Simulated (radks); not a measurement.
# Pd with its nuclear charge varied continuously

Aim: the energy of 46 electrons in [Kr] 4d10 as the nuclear charge moves through non-integer values, and a test of dE/dZ = E(electron-nucleus)/Z.

Program: radks (a radial shooting solver on a logarithmic mesh, Libxc functionals) version 1. Level of theory: scalar-relativistic Kohn-Sham, PBEsol, spin-polarised, spherical densities, finite nucleus. These are calculated values, not measurements, unless marked.

## 1. Starting point

| Property | Result |
| --- | --- |
| element | palladium (Z = 46) |
| charge | 0 |
| electrons | 46 |
| configuration | [Kr] 4d10 |
| nuclear rms radius | 4.5318 fm |

Outer shells as boxes (Hund's rule):

Pd
```
[Kr] core
4d [↑↓][↑↓][↑↓][↑↓][↑↓]
```

## 2. Z = 46

Input:

```text
Z 46
configuration [Kr] 4d10
relativity scalar-relativistic
functional pbe_sol,pbe_sol
spin polarised
nucleus finite rms 4.5318 fm
c 137.035999084
```

## 3. Z = 45.8

Changes since step 2:

```diff
@@ -1,2 +1,2 @@
-Z 46
+Z 45.8
 configuration [Kr] 4d10
```

## 4. Z = 46.2

Changes since step 3:

```diff
@@ -1,2 +1,2 @@
-Z 45.8
+Z 46.2
 configuration [Kr] 4d10
```

## 5. Z = 46.4

Changes since step 4:

```diff
@@ -1,2 +1,2 @@
-Z 46.2
+Z 46.4
 configuration [Kr] 4d10
```

## 6. Z = 46.6

Changes since step 5:

```diff
@@ -1,2 +1,2 @@
-Z 46.4
+Z 46.6
 configuration [Kr] 4d10
```

## 7. Z = 46.8

Changes since step 6:

```diff
@@ -1,2 +1,2 @@
-Z 46.6
+Z 46.8
 configuration [Kr] 4d10
```

## 8. Z = 47

Changes since step 7:

```diff
@@ -1,2 +1,2 @@
-Z 46.8
+Z 47
 configuration [Kr] 4d10
```

What does the calculation give? Wanted: for each run, Z; E; E(electron-nucleus)/Z; highest level; its energy; <r>.

As calculated:

```
   Z  E (hartree)  E(electron-nucleus)/Z (hartree)  highest level  its energy (eV)  <r> (bohr)
45.8  -4990.35152                         -263.380             4d           -2.222       1.646
  46  -5043.33531                         -264.992             4d           -4.051       1.589
46.2  -5096.64335                         -266.600             4d           -6.064       1.539
46.4  -5150.27515                         -268.206             4d           -8.242       1.496
46.6  -5204.23036                         -269.811             4d          -10.571       1.456
46.8  -5258.50873                         -271.414             4d          -13.041       1.420
  47  -5313.11005                         -273.016             4d          -15.643       1.387
```

**Reading.** At Z = 46 the central difference of E is -265.730 hartree, against -264.992 from the Hellmann-Feynman theorem; the scalar-relativistic energy here is not variational, so the two differ by a part that grows with Z. The top level goes from -2.222 eV at Z = 45.8 to -15.643 eV at Z = 47.
